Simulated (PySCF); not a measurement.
# C3H5ClOSi: the cost of one run

The runs use PySCF 2.14.0, with density-fitted response routines of our own; the level of theory stands in each step. All values are computed, except where a source is named. Atoms count from 0, in the outputs and in this text.

## 1. The starting structure

11 atoms, charge 0, multiplicity 1; geometry from: GFN2-xTB. The atoms were then displaced at random by about 0.01 Å, so the start is not that level's minimum.

Bonds of the start (Å): O0–Si1 1.64, Si1–C2 1.94, C2–C3 1.49, C3–C4 1.31, C4–Cl5 1.74, C4–Si1 1.90, O0–H6 0.96, Si1–H7 1.45, C2–H8 1.12, C2–H9 1.07, C3–H10 1.12.

## 2. Optimising the geometry at PBE0-D3(BJ)/def2-SVP

The job: settings as JSON, then the geometry in Å.

```
{"job": {"xc": "PBE0", "basis": "def2-SVP", "d3": "d3bj", "grid": 1, "shake": 0.01, "kind": "geom"}, "charge": 0, "multiplicity": 1}
O      2.350980     0.016650    -0.030560
Si     0.847620    -0.140830    -0.675960
C     -0.551910    -1.048560     0.308610
C     -1.266730     0.252790     0.377000
C     -0.518710     1.116650    -0.266130
Cl    -0.851690     2.800380    -0.531030
H      2.484270     0.339600     0.860790
H      1.171250    -0.495650    -2.046190
H     -0.272180    -1.424180     1.322660
H     -1.084460    -1.833520    -0.188010
H     -2.270330     0.390840     0.853170
```

Run with:

```bash
OMP_NUM_THREADS=1 python probes_run.py task.json out
```

One launch serves the whole session: the jobs run in the order shown.

**Question.** How long does this first job take on 1 thread of Arm Neoverse V1, shared host, and how much memory does it need?

About 40 s, with a peak of 0.52 GiB.
